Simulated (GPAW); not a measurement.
The system is GaGe3.

```
Ge Ga
1.0
     0.00000    3.38717    3.38717
     3.38717    0.00000    3.38717
     3.38717    3.38717    0.00000
Ge Ga
3 1
Direct
  0.50000 0.50000 0.50000
  0.75000 0.75000 0.75000
  0.25000 0.25000 0.25000
  0.00000 0.00000 0.00000
```

The cell comes from a database or a generator and needn't be the stable form of this composition.

* Program: GPAW 26.7.0
* Task: relaxation of cell and atoms
* Functional: PBEsol
* Dispersion: D3
* Potentials or basis: PAW data sets generated in the run's folder for this functional
* Cutoff: 600 eV
* Basis: pw
* k mesh: 7 × 7 × 7
* Occupations: fermi-dirac, width 0.05 eV
* Spin: no spin polarisation

At the start: pressure -5.5 GPa; volume 19.43 Å³/atom.

Task: Where does the relaxation end?

Result: Over 4 steps the energy falls by 29.3 meV/atom and the volume is 17.88 Å³/atom (-8.0 %); space group Fm-3m (No. 225, to 0.05 Å).

The path:
| step | energy change (eV) | largest force (eV/Å) | pressure (GPa) | volume (Å³) |
| --- | --- | --- | --- | --- |
| 1 | 0.0000 | 0.0000 | -5.53 | 77.72 |
| 2 | -0.0186 | 0.0000 | -5.16 | 77.16 |
| 3 | -0.1144 | 0.0000 | 0.97 | 70.61 |
| 4 | -0.1173 | 0.0000 | -0.11 | 71.54 |

Final structure:
```xyz
4
Lattice="0.0000 3.2949 3.2949 3.2949 0.0000 3.2949 3.2949 3.2949 0.0000" Properties=species:S:1:pos:R:3 pbc="T T T"
Ge    3.2949    3.2949    3.2949
Ge    4.9423    4.9423    4.9423
Ge    1.6474    1.6474    1.6474
Ga    0.0000    0.0000    0.0000
```

Caveat: later steps reuse the first step's grids; pairwise dispersion overbinds metals, which lowers pressure and volume.
